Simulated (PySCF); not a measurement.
# C9H13F: the cost of one run

Programs: PySCF 2.14.0, with routines of our own; each step states its level. All values are computed. Atoms count from 0.

## 1. The starting structure

23 atoms, charge 0, multiplicity 1; geometry from: GFN2-xTB.

## 2. Relaxing the molecule at PBE0-D3(BJ)/def2-SVP

The job: settings as JSON, then the geometry in Å.

```
{"job": {"xc": "PBE0", "basis": "def2-SVP", "d3": "d3bj", "grid": 2, "kind": "geom"}, "charge": 0, "multiplicity": 1}
F      1.360057    -2.819928    -0.875632
C      0.838670    -1.866575    -0.045961
C      1.492860    -0.769062     0.190525
C      2.000642     0.403585     0.420036
C      1.679174     1.617885    -0.412225
C      0.216240     2.064141    -0.273518
C     -0.784204     0.981256    -0.700443
C     -1.356382     0.170581     0.473630
C     -1.629135    -1.298779     0.123889
C     -0.490667    -2.237269     0.548550
H      2.684806     0.543241     1.247456
H      2.333229     2.439959    -0.117519
H      1.871274     1.392336    -1.464046
H      0.086642     2.949094    -0.899979
H      0.018725     2.362737     0.757855
H     -0.289921     0.311661    -1.404123
H     -1.613685     1.447888    -1.235754
H     -0.665870     0.204029     1.316662
H     -2.284873     0.642155     0.801853
H     -1.803667    -1.394159    -0.949238
H     -2.534336    -1.636579     0.632760
H     -0.722623    -3.257285     0.236449
H     -0.411708    -2.223926     1.638852
```

The run is started by

```bash
$ OMP_NUM_THREADS=1 python excited_run.py task.json out
```

The driver reads the jobs from task.json and runs them one after another.

**Question.** How long does this first job take on 1 thread of Arm Neoverse V1, shared host, and how much memory does it need?

About 2.9 min, with a peak of 0.98 GiB.
